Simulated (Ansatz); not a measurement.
# Mg3S2: the cost of one run

Method: DFT PBE, scalar-relativistic, plane waves, PAW, in Ansatz 0.2.0.

1 further run of the same task is left out (it didn't finish).

## 1. Starting point

The structure is trigonal, space group R-3m (No. 166). Conventional cell: a = 3.673 Å, b = 3.673 Å, c = 25.537 Å, α = 90.00°, β = 90.00°, γ = 120.00°. Mg (site symmetry -3m) has 6 S at 2.72 Å as nearest neighbours. Mg (site symmetry 3m) is surrounded by 3 S at 2.57 Å. S (site symmetry 3m) has 6 Mg at 2.57 to 2.72 Å as nearest neighbours.

Structure file:

```cif
data_structure
_symmetry_space_group_name_H-M 'P 1'
_symmetry_Int_Tables_number 1
_cell_length_a 8.7726
_cell_length_b 8.7726
_cell_length_c 8.7726
_cell_angle_alpha 24.166
_cell_angle_beta 24.166
_cell_angle_gamma 24.166
_cell_volume 99.44
loop_
_atom_site_label
_atom_site_type_symbol
_atom_site_fract_x
_atom_site_fract_y
_atom_site_fract_z
_atom_site_occupancy
Mg1 Mg 0.00000 0.00000 0.00000 1
Mg2 Mg 0.20950 0.20950 0.20950 1
Mg3 Mg 0.79050 0.79050 0.79050 1
S1 S 0.40000 0.40000 0.40000 1
S2 S 0.60000 0.60000 0.60000 1
```

This is candidate A: anti-tetradymite type (R-3m, No. 166).

(A quick probe on a coarse mesh, which set the mesh and smearing, is not shown.)

## 3. Coarse relaxation (candidate A)

The input, input.yaml:

```yaml
crystal:
  lattice:
    - [1.836367431, 1.0602272306, 8.5124945504]
    - [-1.836367431, 1.0602272306, 8.5124945504]
    - [0.0, -2.1204544612, 8.5124945504]
  atoms:
    - { symbol: Mg, position: [0.0, 0.0, 0.0] }
    - { symbol: Mg, position: [0.2095, 0.2095, 0.2095] }
    - { symbol: Mg, position: [0.7905, 0.7905, 0.7905] }
    - { symbol: S, position: [0.4, 0.4, 0.4] }
    - { symbol: S, position: [0.6, 0.6, 0.6] }
basis:
  ecutwfc: 420
kpoints:
  mp_grid: { grid: [6, 6, 6] }
hamiltonian:
  xc: pbe
scf:
  occupations: { method: gaussian, width: 0.1 }
  lower_state_search: "off"
output:
  forces: true
  stress: true
  eigenvalues: true
relax:
  adjacent_minimum: "off"
  f_tol: 0.04
  max_steps: 70
  cell: { stress_tol: 0.4 }
```

Run with:

```sh
> ansatz run input.yaml --threads 1 --pin off --max-ram 2560MiB --backend cpu --events-out ev --progress --plain --runs-dir out
```

**Question.** How long does this run take on 1 thread of Intel Xeon Platinum 8259CL at 2.50GHz (Skylake/Cascade Lake), shared host, and how much memory does it need?

About 31 s, with a peak of 0.43 GiB.
